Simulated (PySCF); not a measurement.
# Br2Hg2 (Hg2(Br)2): the cost of one run

Method: several levels, as the steps say, no spin–orbit coupling; program: PySCF 2.14.0.

3 further runs of the same task are left out: 2 for a known fault of the program, 1 that didn't finish.

**1. Where the work starts**

4 atoms, charge 0, spin multiplicity 1.

Bond lengths: Hg1–Br3 2.443 Å, Hg1–Br4 2.443 Å. Angles: Br3–Hg1–Br4 179.4°.

Geometry (Å):

```
Hg    0.0000    0.0000    1.1851
Hg    0.0000    0.0000   -3.2746
Br    2.4434    0.0000    1.1971
Br   -2.4434    0.0000    1.1971
```

Formal oxidation states: Hg +1. An earlier session relaxed this geometry at B3LYP, Hg def2-SVP with ECP60, Br def2-SVP (singlet, point group C2v).

At B3LYP on the finer grid: E = -5454.929602 Eh, HOMO -7.60 eV, LUMO -2.98 eV, Mulliken charge on Hg1 +0.47 e, largest force component 0.012 eV/Å. 

Levels to run: TPSS; BLYP; wB97X; r2SCAN; B3LYP, TZVP; B3LYP, x2c-SVP. Hardware: 2 threads of Arm Neoverse V1, shared host.

**2. TPSS**

run.py (the lines that set the calculation) reads:

```python
mol = gto.M(atom='''
Hg     0.00000     0.00000     1.18511
Hg     0.00000     0.00000    -3.27463
Br     2.44342     0.00000     1.19707
Br    -2.44342     0.00000     1.19707''',
    basis={'Hg': 'def2-SVP', 'Br': 'def2-SVP'},
    ecp={'Hg': 'def2-SVP'},
    charge=0, spin=0)
mf = dft.RKS(mol, xc='TPSS')
mf.grids.atom_grid = (75, 302)
mf = mf.density_fit()  # fitting sets: Hg def2-universal-JKFIT, Br def2-universal-JKFIT
mf.conv_tol = 1e-08; mf.max_cycle = 55
mf.kernel(dm0)  # dm0: the density of the relaxed state
```

The run is started by

```
> OMP_NUM_THREADS=2 python run.py
```

**Question.** How long does this run take on 2 threads of Arm Neoverse V1, shared host?

About 7.6 s.
